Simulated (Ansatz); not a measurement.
YbB₂, space group P6/mmm, a phonon calculation by linear response

Run with Ansatz 0.2.0, Python API.

Contents of `POSCAR_ybb2`:
```text
YbB2
1.0
   3.25030000    0.00000000    0.00000000
  -1.62515000    2.81484237    0.00000000
   0.00000000    0.00000000    3.73150000
Yb B
1 2
Direct
   0.00000000    0.00000000    0.00000000
   0.33333333    0.66666667    0.50000000
   0.66666667    0.33333333    0.50000000
```

`ybb2.py`
```python
"""Zone-centre and zone-boundary phonons of YbB2 by linear response."""

from pathlib import Path

import ansatz as az
from ase.io import read
import numpy as np

params = {
    "xc": "PBE",
    "cutoff": 450,
    "smearing": "cold",
    "scf_tol": 1e-07,
    "kgrid": (8, 8, 6),
}

atoms = read("POSCAR_ybb2", format="vasp")
cell = az.Crystal.from_ase(atoms)

base = (
    cell.calculation()
    .functional(params["xc"])
    .basis(params["cutoff"])
    .occupations(params["smearing"])
    .scf(tolerance=params["scf_tol"])
    .kpoints(*params["kgrid"])
    .phonons("dfpt", points=[(0, 0, 0), (0.5, 0.5, 0.5), (0.5, 0, 0.5)])
)
outcome = base.run(threads=1, runs_dir="runs")
ph = outcome.phonons

for q in ph.qpoints:
    print("q =", np.round(q.q_frac, 3), "1/cm:", " ".join(f"{w:.1f}" for w in q.omega_inv_cm))
```

```console
$ python ybb2.py
q = [0. 0. 0.] 1/cm: 0.0 0.0 0.0 294.2 294.2 360.7 538.0 538.0 577.6
q = [0.5 0.5 0.5] 1/cm: 119.2 119.6 134.7 412.5 468.2 514.4 542.6 549.5 638.9
q = [0.5 0.  0.5] 1/cm: 119.2 119.6 134.7 412.5 468.2 514.4 542.6 549.5 638.9
```

Notes:
- Semilocal functionals put the nearly full 4f shell of Yb too close to the Fermi level.
- The cell isn't relaxed first, so the values belong to this volume.
- The mesh is modest for a metal, so energies can be off by several to tens of meV an atom and pressures by half a GPa or more; differences at equal mesh fare better.
- The starting cell is as deposited in a crystallographic database; the results hold for this polymorph, which needn't be the stable one.
- The structure is taken as given; imaginary modes can come from an unrelaxed or unstable start. Phonons of metals also depend on mesh and smearing.
- The whole script took 54 s on 1 thread of Intel(R) Xeon(R) 6975P-C (Granite Rapids), with other jobs on the host, peak memory 0.77 GiB.

(Lines on the test bed's own set-up are left out of the output.)
